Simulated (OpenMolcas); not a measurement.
# Yb³⁺ among point charges: CASSCF and CASPT2 levels and susceptibility

How does a field of 6 point charges split the states of Yb³⁺, and what χT follows?

Program: OpenMolcas 26.06. Level of theory: state-averaged CASSCF and CASPT2, spin-orbit coupling by RASSI with atomic mean-field integrals. These are calculated values, not measurements, unless marked.

### 1 The system

```
Species                           : Yb³⁺ (ytterbium, Z = 70, 67 electrons)
Basis                             : ANO-RCC-VTZP [8s7p5d3f2g1h], 104 functions
Scalar Hamiltonian                : DKH2, point nucleus
Inactive shells                   : 1s 2s 2p 3s 3p 3d 4s 4p 4d 5s 5p
Active space                      : 13 electrons in 7 orbitals (4f)
Some configurations of this space : 4f13
Orbitals                          : optimised for the highest spin of each parity, averaged over all roots
```

The outer shells:

4f13
```
4f [↑↓][↑↓][↑↓][↑↓][↑↓][↑↓][↑ ]
```

The ion sits among 6 point charges of -1 e arranged as an octahedron (Oh), 2.6 Å from the ion.

The work runs as a chain of OpenMolcas steps in one folder; each step below is one input file. Labels, J, g values, rates, χT and fits are worked out afterwards by a script from the matrices that RASSI stores. The input lists half of the charges; inversion (Group=XYZ) makes the rest.

### 2 GATEWAY and SEWARD: basis and integrals

File a.inp:

```
&GATEWAY
Coord
1

Yb 0.0 0.0 0.0
Basis=ANO-RCC-VTZP
Group=XYZ
NoMove
AngMom=0.0 0.0 0.0
AMFI
XField
3 Angstrom 0
2.600000 0.000000 0.000000 -1.000000
0.000000 2.600000 0.000000 -1.000000
0.000000 0.000000 2.600000 -1.000000
&SEWARD
```

Launch:

```sh
$ OMP_NUM_THREADS=1 MOLCAS_MEM=2252 MOLCAS_PROJECT=a pymolcas a.inp > a.log
```

The program printed:

```text
Basis set label: YB.ANO-RCC...8S7P5D3F2G1H.

      Electronic valence basis set:
      ------------------
      Associated Effective Charge  70.000000 au
      Associated Actual Charge     70.000000 au
      Nuclear Model: Point charge

      Shell  nPrim  nBasis  Cartesian Spherical Contaminant
         s      25       8        X
         p      22       7        X
         d      15       5                 X
         f      11       3                 X
         g       4       2                 X
         h       2       1                 X
                  Relativistic Douglas-Kroll-Hess integrals:
                    - DKH order of Hamiltonian: 2
                    - DKH order of Properties : 0
                  Atomic mean-field integrals
```

### 3 Reference wave functions, doublets of odd parity, 7 roots

File a.inp:

```
&RASSCF
FileOrb=start.orb
Symmetry=2
Spin=2
nActEl=13 0 0
Inactive=15 12
Ras2=0 7
CIRoot=7 7 1
SDav=7
CIMx=300
Iter=120 100
PrWF=0.3
OrbListing=Nothing
MaxOrb=0
>>> COPY $Project.JobIph JOB001
```

start.orb holds the contracted functions of the basis, ordered by shell, or the orbitals of the step before.

The program printed, cut to the lines that bear on the results:

```text
[...]
      Number of active orbitals                  7
[...]
      Spin quantum number                      0.5
[...]
      Active orbitals                            0   7
[...]
      Number of CSFs                             7
      Number of root(s) required                 7
[...]
      Convergence after 17 iterations
[...]
      Natural orbitals and occupation numbers for root  1
      sym 2:   2.000000   2.000000   1.000000   2.000000   2.000000   2.000000   2.000000
      Natural orbitals and occupation numbers for root  2
      sym 2:   2.000000   2.000000   2.000000   1.000000   2.000000   2.000000   2.000000
      Natural orbitals and occupation numbers for root  3
      sym 2:   2.000000   2.000000   1.000000   2.000000   2.000000   2.000000   2.000000
::    RASSCF root number  1 Total energy: -14048.73508134
::    RASSCF root number  2 Total energy: -14048.73508134
::    RASSCF root number  3 Total energy: -14048.73508134
::    RASSCF root number  4 Total energy: -14048.73466206
::    RASSCF root number  5 Total energy: -14048.73466206
::    RASSCF root number  6 Total energy: -14048.73466206
::    RASSCF root number  7 Total energy: -14048.73423940
```

### 4 RASSI: spin-orbit coupling between the states

File a.inp:

```
&RASSI
NrOfJobIphs=1 7
1 2 3 4 5 6 7
IphNames
JOB001
EJob
SpinOrbit
DIPRint=1.0
SOCoupling=1000.0
Subsets=2
Property=9
'ANGMOM' 1 'ANGMOM' 2 'ANGMOM' 3 'MLTPL  1' 1 'MLTPL  1' 2 'MLTPL  1' 3
'AMFI' 1 'AMFI' 2 'AMFI' 3
SOProperty=3
'ANGMOM' 1 'ANGMOM' 2 'ANGMOM' 3
```

The program printed, cut to the lines that bear on the results:

```text
SPIN-FREE ENERGIES:
  (Shifted by EMIN (a.u.) =     -14048.7350813365)
 SF State       Relative EMIN(au)   Rel lowest level(eV)    D:o, cm**(-1)      L_eff
     1             0.0000000000        0.0000000000              0.0000         3.0
     2             0.0000000000        0.0000000000              0.0000         3.0
     3             0.0000000000        0.0000000000              0.0000         3.0
     4             0.0004192801        0.0114091940             92.0214         3.0
     5             0.0004192801        0.0114091940             92.0214         3.0
     6             0.0004192801        0.0114091940             92.0214         3.0
     7             0.0008419375        0.0229102854            184.7839         3.0
     Dipole printing threshold changed to   1.00000000E+00
Eigenvalues of complex Hamiltonian:
   -----------------------------------
  (Shifted by EMIN (a.u.) =     -14048.7350813365)
 SO State       Relative EMIN(au)   Rel lowest level(eV)    D:o, cm**(-1)     J-value
     1            -0.0201216400        0.0000000000              0.0000         2.8
     2            -0.0201216400        0.0000000000              0.0000         2.8
     3            -0.0198475885        0.0074573210             60.1474         2.6
     4            -0.0198475885        0.0074573210             60.1474         2.6
     5            -0.0198475885        0.0074573200             60.1473         3.0
     6            -0.0198475885        0.0074573200             60.1473         3.0
     7            -0.0194476608        0.0183399064            147.9213         2.8
     8            -0.0194476608        0.0183399064            147.9213         2.8
     9             0.0269755815        1.2815806837          10336.6453         1.6
    10             0.0269755815        1.2815806837          10336.6453         1.6
    11             0.0269755814        1.2815806827          10336.6453         2.2
[...]
```

These steps took 4.7 s in all on 1 thread of Intel Xeon Platinum 8488C (Sapphire Rapids), shared host.

States without spin-orbit coupling:

```csv
state,degeneracy,E (cm-1),free-ion L (%)
2T1,3,0,F (100)
2T2,3,92,F (100)
2A2,1,185,F (100)
```

With spin-orbit coupling:

```
E (cm-1)  Degeneracy  Label  2S+1     J  abs mJ (%)               g
     0.0           2     Γ6     2  3.50    1/2 (58)  2.67 2.67 2.67
    60.1           4     Γ8     2  3.50    3/2 (37)                
   147.9           2     Γ7     2  3.50    5/2 (75)  3.42 3.42 3.42
   10337           4     Γ8     2  2.50    1/2 (50)                
   10433           2     Γ7     2  2.50    3/2 (83)  1.42 1.42 1.42
```

Principal g values are given for doublets only; a zero marks a field direction without first-order Zeeman splitting.

Powder χT (cm³ K/mol): 0.76 at 2 K, 0.89 at 5 K, 1.11 at 10 K, 1.53 at 20 K, 2.19 at 50 K, 2.45 at 100 K, 2.51 at 150 K, 2.54 at 200 K, 2.55 at 250 K, 2.56 at 300 K.

Stevens parameters of the J = 7/2 multiplet, 148 cm⁻¹ wide (cm⁻¹): B40 = -7.645e-02, B44 = -3.823e-01, B60 = 1.125e-04, B64 = -2.362e-03.

### 5 CASPT2: IPEA 0.25, imaginary shift 0.1 (closed shells correlated: 5s 5p)

File a.inp:

```
>>> COPY JOB001 $Project.JobIph
&CASPT2
Multistate=7 1 2 3 4 5 6 7
NoMult
Frozen=14 9
IPEA=0.25
Imaginary=0.1
MaxIter=60
WThr=0.0 0.3 0.05
PrWF=0.5
NoMix
```

The program printed:

```text
Orbital specifications:
      -----------------------

      Symmetry species                           1   2
                                                ag  au
      Frozen orbitals                           14   9
      Inactive orbitals                          1   3
      Active orbitals                            0   7
      Secondary orbitals                        36  34
      Deleted orbitals                           0   0
      Number of basis functions                 51  53
Type of calculation                        SS-CASPT2
      Fock operator                              state-specific
      IPEA shift                                 0.25
      Real shift                                 0.00
      Imaginary shift                            0.10
      The input orbitals will be transformed to quasi-canonical
Reference energy:      -14048.7350813365
      E2 (Non-variational):      -1.0112654313
      Shift correction:          -0.0002409610
      E2 (Variational):          -1.0115063922
      Total energy:          -14049.7465877288
      Residual norm:              0.0000007963
      Reference weight:           0.88491
      Contributions to the CASPT2 correlation energy
      Active & Virtual Only:         -0.5265887228
      One Inactive Excited:          -0.3196953507
      Two Inactive Excited:          -0.1649813578
Reference energy:      -14048.7350813365
      E2 (Non-variational):      -1.0112473715
      Shift correction:          -0.0002409175
      E2 (Variational):          -1.0114882890
      Total energy:          -14049.7465696255
      Residual norm:              0.0000007954
      Reference weight:           0.88492
      Contributions to the CASPT2 correlation energy
      Active & Virtual Only:         -0.5265817622
      One Inactive Excited:          -0.3196859814
      Two Inactive Excited:          -0.1649796278
::    CASPT2 Root  1     Total energy: -14049.74658773
::    CASPT2 Root  2     Total energy: -14049.74656963
::    CASPT2 Root  3     Total energy: -14049.74665480
::    CASPT2 Root  4     Total energy: -14049.74607193
::    CASPT2 Root  5     Total energy: -14049.74622139
::    CASPT2 Root  6     Total energy: -14049.74618101
::    CASPT2 Root  7     Total energy: -14049.74519876
```

Time for this run: 4.1 s (1 thread of Intel Xeon Platinum 8488C (Sapphire Rapids), shared host).

SS-CASPT2: lowest energy less the reference's lowest, -1.0115 hartree; reference weights 0.885.

States without spin-orbit coupling:

```csv
state,degeneracy,E (cm-1),free-ion L (%)
2T1,3,0,F (100)
2T2,3,98,F (100)
2A2,1,308,F (100)
```

With spin-orbit coupling:

```json
{"E (cm-1)": "0", "Degeneracy": "2", "Label": "Γ6", "2S+1": "2", "J": "3.50", "abs mJ (%)": "1/2 (58)", "g": "2.67 2.67 2.67"}
{"E (cm-1)": "64", "Degeneracy": "4", "Label": "Γ8", "2S+1": "2", "J": "3.50", "abs mJ (%)": "3/2 (37)", "g": ""}
{"E (cm-1)": "220", "Degeneracy": "2", "Label": "Γ7", "2S+1": "2", "J": "3.50", "abs mJ (%)": "5/2 (75)", "g": "3.42 3.42 3.42"}
{"E (cm-1)": "10340", "Degeneracy": "4", "Label": "Γ8", "2S+1": "2", "J": "2.50", "abs mJ (%)": "1/2 (50)", "g": ""}
{"E (cm-1)": "10490", "Degeneracy": "2", "Label": "Γ7", "2S+1": "2", "J": "2.50", "abs mJ (%)": "3/2 (83)", "g": "1.41 1.41 1.41"}
```

Powder χT (cm³ K/mol): 0.75 at 2 K, 0.88 at 5 K, 1.08 at 10 K, 1.48 at 20 K, 2.12 at 50 K, 2.38 at 100 K, 2.47 at 150 K, 2.51 at 200 K, 2.53 at 250 K, 2.54 at 300 K.

### 6 The methods side by side

A. CASSCF
B. SS-CASPT2, IPEA 0.25, imaginary shift 0.1 (closed shells correlated: 5s 5p)

```csv
method,ground state,first state of that spin (cm-1),first gap with spin-orbit (cm-1),χT at 300 K
A,2T1,2T2 92.02,60.1,2.56
B,2T1,2T2 97.87,63.9,2.54
```

### 7 Results

```
                                            quantity                                                                        value
                                              method  SS-CASPT2, IPEA 0.25, imaginary shift 0.1 (closed shells correlated: 5s 5p)
                              spin-free ground state                                              2T1, 3-fold in its orbital part
first state of the same spin within the active space                                                             2T2 at 97.9 cm⁻¹
                                        lowest level                                              2-fold Γ6, g = 2.67, 2.67, 2.67
                                          next level                                                                    63.9 cm⁻¹
                                         χT at 300 K                                                               2.54 cm³ K/mol
                           effective moment at 300 K                                                                      4.51 μB
```

Cost by method:

```csv
method,time of its own steps,time with the reference
A. CASSCF,4.7 s,4.7 s
"B. SS-CASPT2, IPEA 0.25, imaginary shift 0.1, +5s 5p",4.1 s,8.9 s
```

Times are of one thread on a shared host.

What this shows: The spin-free ground state (2T1) comes to 100 % from free-ion F terms and keeps the highest spin of the shell. CASPT2 does not keep the components of a term degenerate, and the means are used. Point charges carry no covalency, so the field is a model and not that of real ligands.
